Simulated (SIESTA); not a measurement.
A run of SIESTA 5.4.2 is set up as follows.

Contents of AlIn2N3.fdf:

```
SystemName                      AlIn2N3
SystemLabel                     AlIn2N3
NumberOfSpecies                 3
NumberOfAtoms                   12
%block ChemicalSpeciesLabel
  1  49 In
  2  13 Al
  3   7 N
%endblock ChemicalSpeciesLabel

LatticeConstant                 1.0 Ang
%block LatticeVectors
     5.1481021059    -2.9628729689     0.0000000000
     5.1481021059     2.9628729689     0.0000000000
     0.0000000000     0.0000000000     5.5000380000
%endblock LatticeVectors
AtomicCoordinatesFormat         Fractional
%block AtomicCoordinatesAndAtomicSpecies
     0.3410590000     0.9878070000     0.9865410000  1  In
     0.0104110000     0.6672880000     0.9863220000  1  In
     0.6540180000     0.0090310000     0.4853780000  1  In
     0.9838310000     0.3289460000     0.4993930000  1  In
     0.6614670000     0.3407210000     0.9842370000  2  Al
     0.3435840000     0.6590220000     0.4782010000  2  Al
     0.6264360000     0.3732000000     0.3387020000  3  N
     0.3700600000     0.6355310000     0.8461730000  3  N
     0.3290690000     0.9657890000     0.3842160000  3  N
     0.0447420000     0.6567500000     0.3848490000  3  N
     0.6694210000     0.0277250000     0.8842950000  3  N
     0.9704420000     0.3349010000     0.8818800000  3  N
%endblock AtomicCoordinatesAndAtomicSpecies

%block kgrid.MonkhorstPack
    5   0   0  0.0
    0   5   0  0.0
    0   0   5  0.0
%endblock kgrid.MonkhorstPack
XC.Functional                   GGA
XC.Authors                      PBE
PAO.BasisSize                   DZP
PAO.EnergyShift                 0.003 Ry
Mesh.Cutoff                     800 Ry
OccupationFunction              FD
ElectronicTemperature           0.05 eV
MaxSCFIterations                120
SCF.MustConverge                false
SCF.Mixer.Method                Pulay
SCF.Mixer.Weight                0.25
SCF.Mixer.History               8
SCF.DM.Tolerance                5.0e-05
SCF.H.Tolerance                 1.0e-03 eV
WriteForces                     true
Charge.Mulliken                 end
%block PAO.Basis
  In 4
  n=5 0 2
    6.996 0.000
  n=5 1 2
    9.500 0.000
  n=4 2 2
    4.106 0.000
  n=5 2 1
    9.500
%endblock PAO.Basis
```

Potentials or basis: PseudoDojo 0.4 standard (PBE files), DZP (energy shift 0.003 Ry; two zetas on semicore shells).

The run is started by

```sh
$ siesta AlIn2N3.fdf > AlIn2N3.out 2>&1
```

Task: Estimate the band gap on the k mesh.

Result: 0.93 eV, direct.

Task: What does it give for the pressure?

Result: 2.9 GPa.

Task: Predict the largest force.

Result: 1.471 eV/Å.

Stress tensor (GPa, compression positive):
```
 3.30 -0.74  0.51
-0.74  2.67 -0.02
 0.51 -0.02  2.57
```

Caveat: spin-orbit coupling is left out, which moves the levels of the heavy elements; the basis of atomic orbitals isn't converged, which shifts pressures, moduli and gaps.
